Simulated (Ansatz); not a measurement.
# SiOF2 + H2O: a complex and its separated parts, part 2 of 2

Ansatz 0.2.0, Gaussian basis. Earlier steps stand in the parts before.

## 13. CAM-B3LYP-D4/def2-TZVPP

The inputs:

parta/in.yaml

```yaml
crystal:
  periodic: [false, false, false]
  atoms:
    - {symbol: Si, position_ang: [-0.772455, 0.047147, 0.595155]}
    - {symbol: O, position_ang: [-1.586697, -0.813747, -0.325994]}
    - {symbol: F, position_ang: [-0.504237, 1.584062, 0.479328]}
    - {symbol: F, position_ang: [-0.003397, -0.393030, 1.884430]}
basis:
  gaussian: {orbitals: def2-TZVPP}
hamiltonian: {xc: {name: CAM-B3LYP}, dispersion: d4}
```

partb/in.yaml

```yaml
crystal:
  periodic: [false, false, false]
  atoms:
    - {symbol: O, position_ang: [0.915992, -0.253275, -0.506899]}
    - {symbol: H, position_ang: [0.578267, -0.694751, -1.289092]}
    - {symbol: H, position_ang: [1.372526, 0.523592, -0.836828]}
basis:
  gaussian: {orbitals: def2-TZVPP}
hamiltonian: {xc: {name: CAM-B3LYP}, dispersion: d4}
```

The same command starts each run, in its folder.

Started as:

```sh
$ ansatz run in.yaml --threads 4 --pin off --events-out ev --progress --plain --max-ram 9574MiB
```

Output in parta, cut to the lines that bear on the results:

```text
Functional definition: CAM-B3LYP
  name "CAM-B3LYP"
  cite "Yanai, Tew & Handy, Chem. Phys. Lett. 393, 51 (2004) doi:10.1016/j.cplett.2004.06.011"
  cite "Iikura, Tsuneda, Yanai & Hirao, J. Chem. Phys. 115, 3540 (2001) doi:10.1063/1.1383587"
  cite "Becke, Phys. Rev. A 38, 3098 (1988) doi:10.1103/PhysRevA.38.3098"
  cite "Lee, Yang & Parr, Phys. Rev. B 37, 785 (1988) doi:10.1103/PhysRevB.37.785"
[...]
  # Exact exchange under (alpha + beta erf(omega r))/r, Becke's under what is left of 1/r.
[...]
754 factors; their error is unknown
147 factors; integrals over basis functions are off by at most 2.6e-5 eV
[...]
mean field -15363.87406391 eV, -564.6119578408 hartree, gradient 1.0e-5 eV, S^2 0.000000; 0 other end points of the search recorded, 0 dependent functions left out
reference -15363.87415460 eV, -564.6119611736 hartree; 20, 20 occupied and 115, 115 virtual orbitals, 754 factors
Total energy: -15363.92833577 eV, -564.6139522949 hartree
```

Output in partb, cut to the lines that bear on the results:

```text
[... 6 set-up lines as earlier in the session ...]
[...]
  # Exact exchange under (alpha + beta erf(omega r))/r, Becke's under what is left of 1/r.
[...]
269 factors; their error is unknown
72 factors; integrals over basis functions are off by at most 2.2e-5 eV
[...]
mean field -2079.99968390 eV, -76.4385785090 hartree, gradient 1.0e-5 eV, S^2 0.000000; 0 other end points of the search recorded, 0 dependent functions left out
reference -2079.99975133 eV, -76.4385809870 hartree; 5, 5 occupied and 54, 54 virtual orbitals, 269 factors
Total energy: -2080.00381732 eV, -76.4387304092 hartree
```

Wall times: 0.75 s (parta), 0.2 s (partb) on 4 threads of Arm Neoverse V2, shared host.

## 14. wB97X-V/def2-TZVPP

Each input of step 13 (parta, partb) changes in the same lines:

```diff
-hamiltonian: {xc: {name: CAM-B3LYP}, dispersion: d4}
+hamiltonian: {xc: {name: wB97X-V}}
```

The same command starts each run, in its folder.

Started as:

```sh
$ ansatz run in.yaml --threads 4 --pin off --events-out ev --progress --plain --max-ram 9574MiB
```

Output in parta, cut to the lines that bear on the results:

```text
Functional definition: wB97X-V
  name "wB97X-V"
  cite "Mardirossian & Head-Gordon, Phys. Chem. Chem. Phys. 16, 9904 (2014) doi:10.1039/C3CP54374A"
[... 2 set-up lines as earlier in the session ...]
[...]
      + integral(e_c_pw_opposite_spin*poly(b97_u_opposite, cos0, cos1)) + vv10(b, c)
754 factors; their error is unknown
133 factors; integrals over basis functions are off by at most 1.1e-5 eV
[...]
mean field -15361.45816281 eV, -564.5231751129 hartree, gradient 2.0e-5 eV, S^2 0.000000; 0 other end points of the search recorded, 0 dependent functions left out
reference -15361.45816134 eV, -564.5231750589 hartree; 20, 20 occupied and 115, 115 virtual orbitals, 754 factors
Total energy: -15361.45816134 eV, -564.5231750589 hartree
```

partb printed, cut to the lines that bear on the results:

```text
[... 5 set-up lines as earlier in the session ...]
[...]
      + integral(e_c_pw_opposite_spin*poly(b97_u_opposite, cos0, cos1)) + vv10(b, c)
269 factors; their error is unknown
69 factors; integrals over basis functions are off by at most 2.2e-5 eV
[...]
mean field -2079.88767323 eV, -76.4344621926 hartree, gradient 2.2e-5 eV, S^2 0.000000; 0 other end points of the search recorded, 0 dependent functions left out
reference -2079.88767233 eV, -76.4344621597 hartree; 5, 5 occupied and 54, 54 virtual orbitals, 269 factors
Total energy: -2079.88767233 eV, -76.4344621597 hartree
```

They took 1.7 s (parta), 0.3 s (partb) on 4 threads of Arm Neoverse V2, shared host.

## 15. wB97M-V/def2-TZVPP

Each input of step 14 (parta, partb) changes in the same lines:

```diff
-hamiltonian: {xc: {name: wB97X-V}}
+hamiltonian: {xc: {name: wB97M-V}}
```

One command serves all of them, each in its own folder.

Started as:

```sh
$ ansatz run in.yaml --threads 4 --pin off --events-out ev --progress --plain --max-ram 9574MiB
```

Log of parta, cut to the lines that bear on the results:

```text
Functional definition: wB97M-V
  name "wB97M-V"
  cite "Mardirossian & Head-Gordon, J. Chem. Phys. 144, 214110 (2016) doi:10.1063/1.4952647"
[... 2 set-up lines as earlier in the session ...]
  # Of w^i u^j: cxij and so on, Table III.
[...]
  gx(w, u) = 1 - cx + cx01*u + cx10*w
[...]
      + integral(e_c_pw_mod_opposite_spin*gos(b97_w_opposite, b97_u_opposite)) + vv10(b, c)
754 factors; their error is unknown
133 factors; integrals over basis functions are off by at most 1.1e-5 eV
[...]
mean field -15363.30864881 eV, -564.5911792191 hartree, gradient 1.8e-5 eV, S^2 0.000000; 0 other end points of the search recorded, 0 dependent functions left out
reference -15363.30868488 eV, -564.5911805446 hartree; 20, 20 occupied and 115, 115 virtual orbitals, 754 factors
Total energy: -15363.30868488 eV, -564.5911805446 hartree
```

partb printed, cut to the lines that bear on the results:

```text
[... 5 set-up lines as earlier in the session ...]
  # Of w^i u^j: cxij and so on, Table III.
[...]
  gx(w, u) = 1 - cx + cx01*u + cx10*w
[...]
      + integral(e_c_pw_mod_opposite_spin*gos(b97_w_opposite, b97_u_opposite)) + vv10(b, c)
269 factors; their error is unknown
69 factors; integrals over basis functions are off by at most 2.2e-5 eV
[...]
mean field -2079.85938439 eV, -76.4334225970 hartree, gradient 2.9e-5 eV, S^2 0.000000; 0 other end points of the search recorded, 0 dependent functions left out
reference -2079.85940640 eV, -76.4334234058 hartree; 5, 5 occupied and 54, 54 virtual orbitals, 269 factors
Total energy: -2079.85940640 eV, -76.4334234058 hartree
```

They took 2.1 s (parta), 0.35 s (partb) on 4 threads of Arm Neoverse V2, shared host.

## 16. B2PLYP/def2-TZVPP

Each input of step 15 (parta, partb) changes in the same lines:

```diff
-hamiltonian: {xc: {name: wB97M-V}}
+hamiltonian: {xc: {name: B2PLYP}}
```

One command serves all of them, each in its own folder.

Started as:

```sh
$ ansatz run in.yaml --threads 4 --pin off --events-out ev --progress --plain --max-ram 9574MiB
```

parta printed, cut to the lines that bear on the results:

```text
Functional definition: B2PLYP
  name "B2PLYP"
  cite "Grimme, J. Chem. Phys. 124, 034108 (2006) doi:10.1063/1.2148954"
[... 2 set-up lines as earlier in the session ...]
[...]
866 factors; integrals over basis functions are off by at most 1.2e-3 eV
[...]
mean field -15350.90642878 eV, -564.1354060397 hartree, gradient 6.8e-6 eV, S^2 0.000000; 0 other end points of the search recorded, 0 dependent functions left out
8 core orbitals not correlated: weight in the atoms' cores, before any rotation towards them, 1.000 or more for the frozen orbitals, at most 0.000 for the correlated occupied ones
reference -15350.90654550 eV, -564.1354103291 hartree; 12, 12 occupied and 115, 115 virtual orbitals, 866 factors
second order -27.53612041 eV of doubles, -0.00000000 eV of singles
Total energy: -15358.34129801 eV, -564.4086324444 hartree
```

partb printed, cut to the lines that bear on the results:

```text
[... 5 set-up lines as earlier in the session ...]
[...]
361 factors; integrals over basis functions are off by at most 7.8e-4 eV
[...]
mean field -2077.03827919 eV, -76.3297488931 hartree, gradient 1.1e-6 eV, S^2 0.000000; 0 other end points of the search recorded, 0 dependent functions left out
1 core orbitals not correlated: weight in the atoms' cores, before any rotation towards them, 1.000 or more for the frozen orbitals, at most 0.000 for the correlated occupied ones
reference -2077.03836421 eV, -76.3297520177 hartree; 4, 4 occupied and 54, 54 virtual orbitals, 361 factors
second order -8.41873781 eV of doubles, -0.00000000 eV of singles
Total energy: -2079.31142342 eV, -76.4132854029 hartree
```

They took 1.1 s (parta), 0.2 s (partb) on 4 threads of Arm Neoverse V2, shared host.

## 17. PBE-QIDH/def2-TZVPP

The same edit goes into each in.yaml of step 16 (parta, partb):

```diff
-hamiltonian: {xc: {name: B2PLYP}}
+hamiltonian: {xc: {name: PBE-QIDH}}
```

The same command starts each run, in its folder.

Started as:

```sh
$ ansatz run in.yaml --threads 4 --pin off --events-out ev --progress --plain --max-ram 9574MiB
```

Log of parta, cut to the lines that bear on the results:

```text
Functional definition: PBE-QIDH
  name "PBE-QIDH"
  cite "Brémond, Sancho-García, Pérez-Jiménez & Adamo, J. Chem. Phys. 141, 031101 (2014) doi:10.1063/1.4890314"
[... 1 set-up line as earlier in the session ...]
[...]
866 factors; integrals over basis functions are off by at most 1.2e-3 eV
[...]
mean field -15343.04204789 eV, -563.8463953724 hartree, gradient 3.2e-6 eV, S^2 0.000000; 0 other end points of the search recorded, 0 dependent functions left out
8 core orbitals not correlated: weight in the atoms' cores, before any rotation towards them, 1.000 or more for the frozen orbitals, at most 0.000 for the correlated occupied ones
reference -15343.04205668 eV, -563.8463956957 hartree; 12, 12 occupied and 115, 115 virtual orbitals, 866 factors
second order -25.57155666 eV of doubles, -0.00000000 eV of singles
Total energy: -15351.56590890 eV, -564.1596414871 hartree
```

Output in partb, cut to the lines that bear on the results:

```text
[... 4 set-up lines as earlier in the session ...]
[...]
361 factors; integrals over basis functions are off by at most 7.8e-4 eV
[...]
mean field -2075.58435407 eV, -76.2763181304 hartree, gradient 2.2e-6 eV, S^2 0.000000; 0 other end points of the search recorded, 0 dependent functions left out
1 core orbitals not correlated: weight in the atoms' cores, before any rotation towards them, 1.000 or more for the frozen orbitals, at most 0.000 for the correlated occupied ones
reference -2075.58435956 eV, -76.2763183322 hartree; 4, 4 occupied and 54, 54 virtual orbitals, 361 factors
second order -7.85900329 eV of doubles, -0.00000000 eV of singles
Total energy: -2078.20402732 eV, -76.3725893469 hartree
```

They took 1.1 s (parta), 0.2 s (partb) on 4 threads of Arm Neoverse V2, shared host.

## 18. RPA on PBE/def2-TZVPP

The same edit goes into each in.yaml of step 17 (parta, partb):

```diff
-hamiltonian: {xc: {name: PBE-QIDH}}
+hamiltonian: {xc: pbe}
+correlation: {method: rpa}
```

The same command starts each run, in its folder.

Started as:

```sh
$ ansatz run in.yaml --threads 4 --pin off --events-out ev --progress --plain --max-ram 9574MiB
```

Log of parta, cut to the lines that bear on the results:

```text
[... 4 set-up lines as earlier in the session ...]
[...]
866 factors; integrals over basis functions are off by at most 1.2e-3 eV
[...]
mean field -15354.21025309 eV, -564.2568193436 hartree, gradient 7.7e-6 eV, S^2 0.000000; 0 other end points of the search recorded, 0 dependent functions left out
8 core orbitals not correlated: weight in the atoms' cores, before any rotation towards them, 1.000 or more for the frozen orbitals, at most 0.000 for the correlated occupied ones
reference -15316.77897123 eV, -562.8812451072 hartree; 12, 12 occupied and 115, 115 virtual orbitals, 866 factors
Total energy: -15350.82813937 eV, -564.1325289568 hartree
```

Output in partb, cut to the lines that bear on the results:

```text
[... 4 set-up lines as earlier in the session ...]
[...]
361 factors; integrals over basis functions are off by at most 7.8e-4 eV
[...]
mean field -2078.40755705 eV, -76.3800689263 hartree, gradient 4.7e-6 eV, S^2 0.000000; 0 other end points of the search recorded, 0 dependent functions left out
1 core orbitals not correlated: weight in the atoms' cores, before any rotation towards them, 1.000 or more for the frozen orbitals, at most 0.000 for the correlated occupied ones
reference -2069.53696212 eV, -76.0540805753 hartree; 4, 4 occupied and 54, 54 virtual orbitals, 361 factors
Total energy: -2080.48261317 eV, -76.4563258323 hartree
```

Times: 1.1 s (parta), 0.2 s (partb) on 4 threads of Arm Neoverse V2, shared host.

## 19. CCSD(T)/def2-TZVPP

Each input of step 18 (parta, partb) changes in the same lines:

```diff
-hamiltonian: {xc: pbe}
-correlation: {method: rpa}
+correlation: {method: ccsd_t}
```

The same command starts each run, in its folder.

Started as:

```sh
$ ansatz run in.yaml --threads 4 --pin off --events-out ev --progress --plain --max-ram 9574MiB
```

Log of parta, cut to the lines that bear on the results:

```text
Functional definition: HF
  name "HF"
  cite "Fock, Z. Phys. 61, 126 (1930) doi:10.1007/BF01340294"
[... 1 set-up line as earlier in the session ...]
[...]
866 factors; integrals over basis functions are off by at most 1.2e-3 eV
[...]
mean field -15318.35636661 eV, -562.9392133179 hartree, gradient 1.8e-6 eV, S^2 0.000000; 0 other end points of the search recorded, 0 dependent functions left out
8 core orbitals not correlated: weight in the atoms' cores, before any rotation towards them, 1.000 or more for the frozen orbitals, at most 0.000 for the correlated occupied ones
reference -15318.35636661 eV, -562.9392133179 hartree; 12, 12 occupied and 115, 115 virtual orbitals, 866 factors
second order -22.89419424 eV of doubles, -0.00000000 eV of singles
cycle   1  -22.14664560 eV  change    7.5e-1 eV  update   1.2e-1
[...]
cycle  10  -22.76960657 eV  change   -4.4e-6 eV  update   8.5e-6
perturbative correction -0.78346212 eV, -0.0287917019 hartree
Total energy: -15341.90943530 eV, -563.8047726276 hartree
```

Output in partb, cut to the lines that bear on the results:

```text
[... 4 set-up lines as earlier in the session ...]
[...]
361 factors; integrals over basis functions are off by at most 7.8e-4 eV
[...]
mean field -2069.76240905 eV, -76.0623655974 hartree, gradient 3.6e-6 eV, S^2 0.000000; 0 other end points of the search recorded, 0 dependent functions left out
1 core orbitals not correlated: weight in the atoms' cores, before any rotation towards them, 1.000 or more for the frozen orbitals, at most 0.000 for the correlated occupied ones
reference -2069.76240905 eV, -76.0623655974 hartree; 4, 4 occupied and 54, 54 virtual orbitals, 361 factors
second order -7.10557562 eV of doubles, -0.00000000 eV of singles
cycle   1  -7.11163493 eV  change   -6.1e-3 eV  update   4.1e-2
[...]
cycle   8  -7.26609192 eV  change    3.3e-6 eV  update   7.2e-6
perturbative correction -0.20740437 eV, -0.0076219700 hartree
Total energy: -2077.23590535 eV, -76.3370115204 hartree
```

Times: 3.1 s (parta), 0.2 s (partb) on 4 threads of Arm Neoverse V2, shared host; peak memory 0.58 GiB.

## 20. Vibrations of SiOF2

File vib-parta/in.yaml:

```yaml
crystal:
  periodic: [false, false, false]
  atoms:
    - {symbol: Si, position_ang: [-0.772455, 0.047147, 0.595155]}
    - {symbol: O, position_ang: [-1.586697, -0.813747, -0.325994]}
    - {symbol: F, position_ang: [-0.504237, 1.584062, 0.479328]}
    - {symbol: F, position_ang: [-0.003397, -0.393030, 1.884430]}
basis:
  gaussian: {orbitals: def2-TZVP}
hamiltonian: {xc: pbe0, dispersion: d4}
phonons: {temperatures: {t_min: 298.15, t_max: 900, t_step: 200}}
```

Started as:

```sh
$ ansatz run in.yaml --threads 4 --pin off --events-out ev --progress --plain --max-ram 9574MiB
```

The program printed, cut to the lines that bear on the results:

```text
[... 5 set-up lines as earlier in the session ...]
[...]
731 factors; their error is unknown
[...]
mean field -15354.64622123 eV, -564.2728408772 hartree, gradient 1.0e-5 eV, S^2 0.000000; 0 other end points of the search recorded, 0 dependent functions left out
[...]
Atom 1 at    -1.586697    -0.813747    -0.325994 Å, force    -0.000036    -0.000102    -0.000019 eV/Å
Atom 2 at    -0.504237     1.584062     0.479328 Å, force    -0.000005    -0.000060     0.000013 eV/Å
Atom 3 at    -0.003397    -0.393030     1.884430 Å, force     0.000111    -0.000120     0.000204 eV/Å
Dipole moment:     0.266888     0.282163     0.301934 e Å
Vibrations: 336.28 349.43 366.93 838.65 1005.89 1345.79 cm⁻¹, zero-point energy 0.263031 eV
```

Run time: 9 s. Hardware: 4 threads of Arm Neoverse V2, shared host.

Wavenumbers and character of the modes:

```tsv
mode	wavenumber (cm⁻¹)	character
1	336	bend
2	349	bend
3	367	out-of-plane bend
4	839	Si–F stretch
5	1006	Si–F stretch
6	1346	Si–O stretch
```

Vibrational sums (real modes only):

```tsv
T (K)	entropy (J/mol/K)	heat capacity (J/mol/K)
298	15.8	24.3
498	31.1	35.1
698	44.0	40.8
898	54.7	43.9
```

## 21. Vibrations of H2O

File vib-partb/in.yaml:

```yaml
crystal:
  periodic: [false, false, false]
  atoms:
    - {symbol: O, position_ang: [0.915992, -0.253275, -0.506899]}
    - {symbol: H, position_ang: [0.578267, -0.694751, -1.289092]}
    - {symbol: H, position_ang: [1.372526, 0.523592, -0.836828]}
basis:
  gaussian: {orbitals: def2-TZVP}
hamiltonian: {xc: pbe0, dispersion: d4}
phonons: {temperatures: {t_min: 298.15, t_max: 900, t_step: 200}}
```

Started as:

```sh
$ ansatz run in.yaml --threads 4 --pin off --events-out ev --progress --plain --max-ram 9574MiB
```

The program printed, cut to the lines that bear on the results:

```text
[... 5 set-up lines as earlier in the session ...]
[...]
239 factors; their error is unknown
[...]
mean field -2078.33307677 eV, -76.3773318264 hartree, gradient 1.2e-5 eV, S^2 0.000000; 0 other end points of the search recorded, 0 dependent functions left out
[...]
Total energy: -2078.33734662 eV, -76.3774887407 hartree
Atom 0 at     0.915992    -0.253275    -0.506899 Å, force     0.000202     0.000366    -0.000317 eV/Å
Atom 1 at     0.578267    -0.694751    -1.289092 Å, force    -0.000271    -0.000428    -0.000056 eV/Å
Atom 2 at     1.372526     0.523592    -0.836828 Å, force     0.000069     0.000062     0.000373 eV/Å
Dipole moment:     0.043807     0.123665    -0.410063 e Å
Vibrations: 1622.92 3851.66 3959.35 cm⁻¹, zero-point energy 0.584829 eV
```

Run time: 0.9 s. Hardware: 4 threads of Arm Neoverse V2, shared host.

Wavenumbers and character of the modes:

```tsv
mode	wavenumber (cm⁻¹)	character
1	1623	bend
2	3852	O–H stretch
3	3959	O–H stretch
```

Vibrational sums (real modes only):

```tsv
T (K)	entropy (J/mol/K)	heat capacity (J/mol/K)
298	0.0	0.2
498	0.4	1.7
698	1.4	3.9
898	2.6	6.1
```

## 22. Complex less separated parts

The complex's own energies come from single points at the same levels.

Rows are in def2-TZVPP; times add the 3 runs of a level on a shared host, so small differences are noise.

Differences are taken before rounding.

```tsv
method	rung	complex less parts (eV)	from CCSD(T) (eV)	time
SPW92	LDA	-1.656	-0.355	1.1 s
PBE-D4	GGA	-1.261	+0.040	1.8 s
BLYP-D4	GGA	-1.149	+0.152	1.8 s
r2SCAN-D4	meta-GGA	-1.399	-0.098	3.4 s
B97M-V	meta-GGA	-1.336	-0.035	6 s
PBE0-D4	hybrid	-1.396	-0.096	2.2 s
B3LYP-D4	hybrid	-1.291	+0.010	2.4 s
r2SCAN0-D4	hybrid	-1.490	-0.190	4.1 s
BHLYP-D4	hybrid	-1.456	-0.155	2.2 s
CAM-B3LYP-D4	range-separated hybrid	-1.409	-0.108	2.7 s
wB97X-V	range-separated hybrid	-1.394	-0.093	5.8 s
wB97M-V	range-separated hybrid	-1.394	-0.093	6.8 s
B2PLYP	double hybrid	-1.241	+0.059	3.9 s
PBE-QIDH	double hybrid	-1.413	-0.112	3.9 s
RPA on PBE	RPA	-1.152	+0.149	4.5 s
Hartree-Fock	wavefunction	-1.333	-0.032	
MP2	wavefunction	-1.283	+0.018	
CCSD	wavefunction	-1.315	-0.014	
CCSD(T)	wavefunction	-1.301	0	52 s
```

Among the levels timed on like hardware and quicker than the yardstick, those that no quicker one beats, quickest first: SPW92 (1.1 s, -0.355 eV); PBE-D4 (1.8 s, +0.040 eV); B3LYP-D4 (2.4 s, +0.010 eV).

B3LYP-D4 reaches 0.010 eV from the reference in 2.4 s, where CCSD(T) took 52 s; the quickest level in the cost chart, SPW92, takes 1.1 s and misses by 0.355 eV.

The complex's zero-point energy, from a separate PBE0-D4 run, is 0.978 eV.

## 23. Results

This closing draws on all 2 parts.

```
                              quantity      value
complex less parts, CCSD(T)/def2-TZVPP  -1.301 eV
                with zero-point energy  -1.171 eV
                 largest T1 diagnostic      0.016
```

In words: At CCSD(T) the complex lies 1.301 eV below its parts. Among the functionals B3LYP-D4 lands nearest to CCSD(T) (+0.010 eV) and SPW92 farthest (-0.355 eV). Mean unsigned error by rung: LDA 0.355, GGA 0.096, meta-GGA 0.066, hybrid 0.112, range-separated hybrid 0.098, double hybrid 0.086 eV. The double hybrids carry no dispersion term here, unlike the levels marked D4 or V. PBE-D4 gives a relative energy 0.040 eV too high, inside chemical accuracy (1 kcal/mol, 0.043 eV). No counterpoise was applied, and triple zeta lacks some correlation, so the CCSD(T) reference has a basis error of its own, and close matches with it are partly luck.
